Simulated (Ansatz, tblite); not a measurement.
# The cluster ScAu4+: rung by rung

Aim: run the singlet of the cluster ScAu4+ at one geometry on many levels, and compare frontier levels, spin and run time.

The runs use Ansatz 0.2.0, Gaussian basis; as each input shows.

Levels to be run: GFN1-xTB, GFN2-xTB, PBE-D4/def2-TZVP, r2SCAN-D4/def2-TZVP, PBE-QIDH/def2-TZVP, revPBE-D4/def2-TZVP, BHLYP-D4/def2-TZVP, PBE-D4/def2-SVP, PBE0-D4/def2-SVP, CCSD(T)/def2-SVP, MP2/def2-TZVP.

4 further runs of the same task are left out: 4 set aside as unsound or not needed. Runs told in other sessions of the task aren't counted.

### Step 1. The structure

The geometry is that of the singlet, from an earlier relaxation (B3LYP-D4/def2-SVP). At that level it is the lowest of the isomers that a small search found.

5 atoms, charge 1, spin multiplicity 1.

Bond lengths: Sc1–Au2 2.421 Å, Sc1–Au3 2.724 Å, Sc1–Au4 2.688 Å, Sc1–Au5 2.687 Å, Au3–Au4 2.678 Å, Au3–Au5 2.677 Å. Angles: Au2–Sc1–Au3 128.2°, Au2–Sc1–Au4 109.6°, Au2–Sc1–Au5 109.7°, Au3–Sc1–Au4 59.3°, Au3–Sc1–Au5 59.3°, Au4–Sc1–Au5 118.5°, Sc1–Au3–Au4 59.7°, Sc1–Au3–Au5 59.7°, Au4–Au3–Au5 119.2°, Sc1–Au4–Au3 61.0°, Sc1–Au5–Au3 61.0°.

Au takes a core potential in the def2 sets. No spin-orbit coupling is included. The ion is computed in the gas phase, without counter-ions or solvent.

PBE0-D4/def2-TZVP was run before; its log isn't repeated, and its numbers join the tables.

### Step 2. GFN1-xTB

Tight binding, by tblite at 300 K electronic temperature and without a spin-polarisation term:

```python
tblite.interface.Calculator('GFN1-xTB', numbers, positions, charge=1, uhf=0).singlepoint()
```

Energy -449.0210 eV, HOMO -15.99 eV, LUMO -15.45 eV; 0.008 s.

### Step 3. GFN2-xTB

Tight binding, by tblite at 300 K electronic temperature and without a spin-polarisation term:

```python
tblite.interface.Calculator('GFN2-xTB', numbers, positions, charge=1, uhf=0).singlepoint()
```

Energy -445.2179 eV, HOMO -13.90 eV, LUMO -11.43 eV; 0.006 s.

### Step 4. PBE-D4/def2-TZVP

start.molden holds the orbitals of an earlier run on this state, given as this run's starting guess.

Contents of in.yaml:

```yaml
crystal:
  periodic: [false, false, false]
  atoms:
    - {symbol: Sc, position_ang: [0.523472, 0.246470, -0.648395]}
    - {symbol: Au, position_ang: [2.556798, 0.949751, 0.462346]}
    - {symbol: Au, position_ang: [-1.765513, -0.712071, 0.475429]}
    - {symbol: Au, position_ang: [-1.482802, 1.909648, 0.008791]}
    - {symbol: Au, position_ang: [0.168045, -2.393789, -0.298161]}
basis:
  gaussian: {orbitals: def2-TZVP, initial_orbitals: start.molden}
total_charge: 1
hamiltonian: {xc: pbe, dispersion: d4}
scf: {omitted_lower_state_checks: [starts]}
output: {forces: true, orbitals: {seedname: orbitals}}
```

Command:

```console
> ansatz run in.yaml --threads 4 --pin off --events-out ev --progress --plain --max-ram 4787MiB
```

Further steps of the session: r2SCAN-D4/def2-TZVP; PBE-QIDH/def2-TZVP; revPBE-D4/def2-TZVP; BHLYP-D4/def2-TZVP; PBE-D4/def2-SVP; PBE0-D4/def2-SVP; CCSD(T)/def2-SVP; MP2/def2-TZVP.

Before running them: what should the planned runs give, taken together? Wanted: gap in def2-TZVP, named functionals, smallest and largest; correlation energy, CCSD(T)/def2-SVP; correlation energy, MP2/def2-TZVP; PBE0 total energy, smallest basis above largest.

As calculated:

```
                                                 quantity                                 value
gap in def2-TZVP, named functionals, smallest and largest  1.44 eV (PBE-D4), 4.31 eV (BHLYP-D4)
                     correlation energy, CCSD(T)/def2-SVP                             -45.22 eV
                        correlation energy, MP2/def2-TZVP                             -55.89 eV
          PBE0 total energy, smallest basis above largest         3.41 eV (def2-SVP, def2-TZVP)
```

Over the named functionals in def2-TZVP the gap runs from 1.44 eV (PBE-D4) to 4.31 eV (BHLYP-D4); exact exchange widens it.
